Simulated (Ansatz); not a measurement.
# AlCo: the cost of one run

Computed with Ansatz 0.2.0 (DFT PBEsol, scalar-relativistic, plane waves, PAW, unless a step's input says otherwise).

## 1. The starting structure

It takes space group Pm-3m (No. 221, cubic). The conventional cell has a = 2.819 Å, b = 2.819 Å, c = 2.819 Å, α = 90.00°, β = 90.00°, γ = 90.00°. Al (site symmetry m-3m) is surrounded by 8 Co at 2.44 Å. Co (site symmetry m-3m) has 8 Al at 2.44 Å as nearest neighbours.

Coordinates:

```
CELL_PARAMETERS angstrom
2.81940 0.00000 0.00000
0.00000 2.81940 0.00000
0.00000 0.00000 2.81940
ATOMIC_POSITIONS crystal
Al 0.00000 0.00000 0.00000
Co 0.50000 0.50000 0.50000
```

It goes back to an entry of the Materials Project.

The cell is taken as given, not relaxed at this level.

## 2. The reference cell

The reference gives a free energy of -5618.7775 eV, pressure 0.71 GPa, largest force 0.000 eV/Å and gap on the mesh none (metal). It was computed beforehand with the settings of the runs below.

## 3. The scan: a sublattice displacement scan

Every Co atom is moved by x along the Cartesian unit vector (1.000, 0.000, 0.000); the cell and all other atoms stay fixed. Forces below are components along that vector, summed over the moved atoms.

## 4. At x = -0.300 Å

Input file input.yaml:

```yaml
crystal:
  lattice:
    - [2.81940321, 0.0, 0.0]
    - [0.0, 2.81940321, 0.0]
    - [0.0, 0.0, 2.81940321]
  atoms:
    - { symbol: Al, position: [0.0, 0.0, 0.0] }
    - { symbol: Co, position: [0.3935945029, 0.5, 0.5] }
basis:
  ecutwfc: 420
kpoints:
  mp_grid: { grid: [16, 16, 16] }
hamiltonian:
  xc: pbesol
scf:
  occupations: { method: gaussian, width: 0.15 }
output:
  forces: true
  stress: true
  eigenvalues: true
```

Started as:

```bash
> ansatz run input.yaml --threads 1 --pin off --max-ram 2560MiB --backend cpu --events-out ev --progress --plain --runs-dir out
```

**Question.** How long does this run take on 1 thread of Oxide Virtual Turin-like (Zen 5), shared host, and how much memory does it need?

About 9.7 s, with a peak of 0.48 GiB.
